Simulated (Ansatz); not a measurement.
# ZnCSb2: the cell at several levels of theory

Cell and atoms of an ordered 8-atom cell of ZnCSb2 on the zincblende lattice (I-42d) are relaxed in turn with PBE and r2SCAN. This is a trial cell built on a prototype, not taken from a measured structure, and it needn't be the compound's ground state.

Code: Ansatz 0.2.0. PAW datasets, plane waves, zero pressure. All values are calculated for a non-magnetic cell, which may be hypothetical.

### Step 1. The system as given

This is the cell as the run starts from it, not yet at rest; its lengths are not the crystal's.

Space group I-42d (No. 122), tetragonal; conventional cell a = 5.403 Å, c = 10.806 Å, 19.71 Å³ an atom. Zn has 4 Sb at 2.34 Å; Sb has 2 Zn at 2.34 Å and 2 C at 2.34 Å; C has 4 Sb at 2.34 Å.

Coordinates:

```
Zn Sb C
1.0
    -2.70142    2.70142    5.40284
     2.70142   -2.70142    5.40284
     2.70142    2.70142   -5.40284
Zn Sb C
2 4 2
Direct
  0.00000 0.00000 0.00000
  0.75000 0.25000 0.50000
  0.37500 0.37500 0.50000
  0.12500 0.62500 0.00000
  0.87500 0.87500 0.50000
  0.62500 0.12500 0.00000
  0.50000 0.50000 0.00000
  0.25000 0.75000 0.50000
```

### Step 2. Relaxation with PBE

input.yaml

```yaml
crystal:
  lattice:
    - [-2.7014219095, 2.7014219095, 5.4028438191]
    - [2.7014219095, -2.7014219095, 5.4028438191]
    - [2.7014219095, 2.7014219095, -5.4028438191]
  atoms:
    - { symbol: Zn, position: [0.0, 0.0, 0.0] }
    - { symbol: Sb, position: [0.375, 0.375, 0.5] }
    - { symbol: Zn, position: [0.75, 0.25, 0.5] }
    - { symbol: Sb, position: [0.125, 0.625, 0.0] }
    - { symbol: C, position: [0.5, 0.5, 0.0] }
    - { symbol: Sb, position: [0.875, 0.875, 0.5] }
    - { symbol: C, position: [0.25, 0.75, 0.5] }
    - { symbol: Sb, position: [0.625, 0.125, 0.0] }
kpoints:
  mp_grid: { grid: [6, 6, 6] }
hamiltonian:
  xc: pbe
scf:
  occupations: { method: fermi_dirac, width: 0.02 }
relax:
  f_tol: 0.005
  cell: {}
```

On the command line:

```
> ansatz run input.yaml --threads 2 --pin off --max-ram 20275MiB --backend cpu --events-out ev --progress --plain --runs-dir out
```

Further steps of the session: r2SCAN: cell and atoms.

Before running it: what results should come out? Wanted: for each run, a; c; volume; space group; SCF geometries.

**Answer**, as computed:

```
 level  a (Å)   c (Å)  volume (Å³/atom)  space group  SCF geometries
   PBE  5.740  10.685            21.999        I-42d               9
r2SCAN  5.671  10.645            21.392        I-42d               5
```

From the start to the first minimum the volume moved by +11.6 %. The volume runs from r2SCAN (least) to PBE (most), a spread of 2.8 %, or 0.9 % in length if all axes shared it alike.
